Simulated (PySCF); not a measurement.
# C14H16: the cost of one run

Programs: PySCF 2.14.0, with routines of our own; each step states its level. All values are computed. Atoms count from 0.

## 1. The starting structure

30 atoms, charge 0, multiplicity 1; geometry from: GFN2-xTB.

## 2. Magnetic properties: GIAO BHandHLYP/pcSseg-1

What the job is given:

```
{"job": {"kind": "mag", "xc": "BHandHLYP", "basis": "pcSseg-1", "isotopologues": 0}, "charge": 0, "multiplicity": 1}
C     -2.914308     1.188616    -0.497898
C     -1.701985     1.544644    -0.896045
C     -0.568184     0.603024    -1.163809
C      0.023973     0.046191     0.162980
C      1.527657     0.122223     0.166972
C      2.203337     0.772073     1.190560
C      3.586200     0.830409     1.200864
C      4.313191     0.237601     0.183876
C      3.649606    -0.413572    -0.842541
C      2.268281    -0.471645    -0.849241
C     -0.424313    -1.375021     0.377160
C     -1.636884    -1.743697     0.760420
C     -2.784391    -0.819063     1.039941
C     -3.375827    -0.218515    -0.258356
H     -3.647194     1.960625    -0.303196
H     -1.474966     2.596244    -1.011759
H      0.214517     1.128226    -1.713365
H     -0.911222    -0.232463    -1.779121
H     -0.358187     0.664350     0.983387
H      1.641610     1.236923     1.988809
H      4.097125     1.339306     2.005507
H      5.392313     0.281238     0.191060
H      4.211617    -0.878768    -1.639697
H      1.756219    -0.982329    -1.652319
H      0.322388    -2.131699     0.175345
H     -1.851566    -2.799951     0.858469
H     -3.562558    -1.373530     1.566106
H     -2.460176    -0.002600     1.690514
H     -3.089740    -0.854907    -1.099788
H     -4.464554    -0.225371    -0.192486
```

With the program's defaults for keys left out, this is: GIAO BHandHLYP/pcSseg-1 magnetisability, rotational g tensor and spin-rotation constants, non-relativistic, gas phase.

Command:

```bash
OMP_NUM_THREADS=1 python excited_run.py task.json out
```

This one command runs all jobs of the session in turn.

**Question.** How long does this first job take on 1 thread of AMD EPYC 7R43, shared host, and how much memory does it need?

About 2.3 min, with a peak of 1.8 GiB.
